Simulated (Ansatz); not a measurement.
**GeNH2 (quartet): the correlation ladder at distance Ge1–N2 = 3.607 Å, cc-pVDZ**

Aim: climb from Hartree-Fock through coupled cluster and multireference methods for GeNH2 (quartet) at one geometry and basis, and see what each rung misses.

Method: cc-pVDZ, core rule «outside noble gas», up to 15 orbitals frozen; program: Ansatz 0.2.0, Gaussian basis.

Plan: UHF; CCSD(T) on ROHF; CCSD(T) on UHF; BCCD(T) on ROHF; CISD; CCSDT(Q) on ROHF; CCSDT(Q) on UHF; CASSCF and MRCISD+Q, 5 electrons in 5 orbitals; CASSCF and NEVPT2, 5 electrons in 5 orbitals; CASSCF and MRCISD+Q, 11 electrons in 10 orbitals; CASSCF and NEVPT2, 11 electrons in 10 orbitals.

32 further runs of the same task are left out: 4 for a known fault of the program, 3 for a mislabelled method, 17 that didn't finish, 8 set aside as unsound or not needed.

### Step 1. What is computed

The geometry derives from a PBE0/def2-TZVP stationary point (not a proven minimum). One bond is set to the value named and the two fragments are kept rigid. No spin-orbit coupling is included. The filled d shell of Ge may be among the frozen orbitals whatever the setting's name suggests; the logs give the count.

4 atoms, charge 0, spin multiplicity 4.

Atoms are counted from 1 here; the program's logs count them from 0.

Bond lengths: Ge1–H3 1.558 Å, N2–H4 1.027 Å.

### Step 2. UHF

in.yaml reads:

```yaml
crystal:
  periodic: [false, false, false]
  atoms:
    - {symbol: Ge, position_ang: [0.013768, 0.076381, 0.603759]}
    - {symbol: N, position_ang: [-0.129490, -0.327399, -2.977706]}
    - {symbol: H, position_ang: [0.295705, -1.286322, 1.303805]}
    - {symbol: H, position_ang: [0.511536, 0.331380, -3.436088]}
basis:
  gaussian: {orbitals: cc-pVDZ}
magnetization: {spin_polarized: true, initial_magnetization: 3}
hamiltonian: {xc: hf}
output: {orbitals: {seedname: orbitals}}
```

Run with:

```console
$ ansatz run in.yaml --threads 1 --pin off --events-out ev --progress --plain --max-ram 2393MiB
```

After this run come: CCSD(T) on ROHF; CCSD(T) on UHF; BCCD(T) on ROHF; CISD; CCSDT(Q) on ROHF; CCSDT(Q) on UHF; CASSCF and MRCISD+Q, 5 electrons in 5 orbitals; CASSCF and NEVPT2, 5 electrons in 5 orbitals; CASSCF and MRCISD+Q, 11 electrons in 10 orbitals; CASSCF and NEVPT2, 11 electrons in 10 orbitals.

Before running them: what should the planned runs give, taken together? Wanted: UCCSDT(Q) below the RHF energy; RMP2 from UCCSDT(Q); UMP2 from UCCSDT(Q); RCCSD from UCCSDT(Q); RCCSD(T) from UCCSDT(Q); UCCSD(T) from UCCSDT(Q); RCCSDT(Q) from UCCSDT(Q); NEVPT2 valence from UCCSDT(Q); MRCISD+Q valence from UCCSDT(Q).

**Answer**, as computed:

| quantity | value |
| --- | --- |
| UCCSDT(Q) below the RHF energy | -5.9892 eV |
| RMP2 from UCCSDT(Q) | +1215.6 meV |
| UMP2 from UCCSDT(Q) | +1215.6 meV |
| RCCSD from UCCSDT(Q) | +113.6 meV |
| RCCSD(T) from UCCSDT(Q) | +28.7 meV |
| UCCSD(T) from UCCSDT(Q) | +23.9 meV |
| RCCSDT(Q) from UCCSDT(Q) | +4.3 meV |
| NEVPT2 valence from UCCSDT(Q) | +1004.2 meV |
| MRCISD+Q valence from UCCSDT(Q) | +6.6 meV |
| levels within 1 kcal/mol (43 meV) | RCCSD(T), UCCSD(T), BCCD(T), RCCSDT, UCCSDT, RCCSDT(Q), MRCISD+Q valence |
| T1 diagnostic | 0.019 |
| effectively unpaired electrons | 3.03 |

What this shows: RCCSD(T) misses by +28.7 meV, 0.5 % of the correlation energy. One determinant dominates. Of the multireference levels listed MRCISD+Q valence comes nearest in total energy (+6.6 meV), which doesn't show that its space is the better one. These misses are within one basis, not against nature; the frozen cores of restricted and unrestricted runs differ, which can shift their rows.
